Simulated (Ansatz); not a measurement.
# C2H5ClOSi: the cost of one run

Program: Ansatz 0.2.0, Gaussian basis. Level of theory: the settings change from run to run. These are calculated values, not measurements.

### Step 1. The molecule

The structure was relaxed beforehand with PBE0-D4 in a triple-zeta def2 set.

10 atoms, charge 0, spin multiplicity 1.

Atoms are counted from 1 here; the program's logs count them from 0.

Bond lengths: O1–C2 1.369 Å, O1–H6 0.966 Å, C2–Cl3 1.793 Å, C2–C4 1.532 Å, C2–Si5 1.858 Å, C4–Si5 1.865 Å, C4–H7 1.087 Å, C4–H8 1.084 Å, Si5–H9 1.477 Å, Si5–H10 1.475 Å. Angles: C2–O1–H6 108.5°, O1–C2–Cl3 113.4°, O1–C2–C4 118.0°, O1–C2–Si5 121.2°, Cl3–C2–C4 112.6°, Cl3–C2–Si5 117.3°, C4–C2–Si5 65.9°, C2–C4–Si5 65.5°, C2–C4–H7 113.7°, C2–C4–H8 117.1°, Si5–C4–H7 117.0°, Si5–C4–H8 120.9°, H7–C4–H8 113.9°, C2–Si5–C4 48.6°, C2–Si5–H9 119.0°, C2–Si5–H10 118.5°, C4–Si5–H9 118.2°, C4–Si5–H10 119.5° and more.

### Step 2. RPA/aug-cc-pVTZ

in.yaml reads:

```yaml
crystal:
  periodic: [false, false, false]
  atoms:
    - {symbol: O, position_ang: [-0.507337, 0.656016, 1.608924]}
    - {symbol: C, position_ang: [0.297868, 0.277498, 0.568554]}
    - {symbol: Cl, position_ang: [2.044532, 0.303677, 0.974029]}
    - {symbol: C, position_ang: [-0.102562, -0.963570, -0.236034]}
    - {symbol: Si, position_ang: [-0.172585, 0.635874, -1.192935]}
    - {symbol: H, position_ang: [-0.496636, -0.043596, 2.275495]}
    - {symbol: H, position_ang: [-1.051638, -1.396394, 0.070939]}
    - {symbol: H, position_ang: [0.671925, -1.696306, -0.433523]}
    - {symbol: H, position_ang: [-1.497744, 1.223948, -1.474714]}
    - {symbol: H, position_ang: [0.897479, 0.951653, -2.157734]}
basis:
  gaussian: {orbitals: aug-cc-pVTZ}
hamiltonian: {xc: {name: HF}}
correlation: {method: rpa}
```

Run with:

```console
$ ansatz run in.yaml --threads 4 --pin off --events-out ev --progress --plain --max-ram 10444MiB
```

**Question.** How long does this run take on 4 threads of Arm Neoverse V1, shared host, and how much memory does it need?

About 12 s, with a peak of 1.6 GiB.
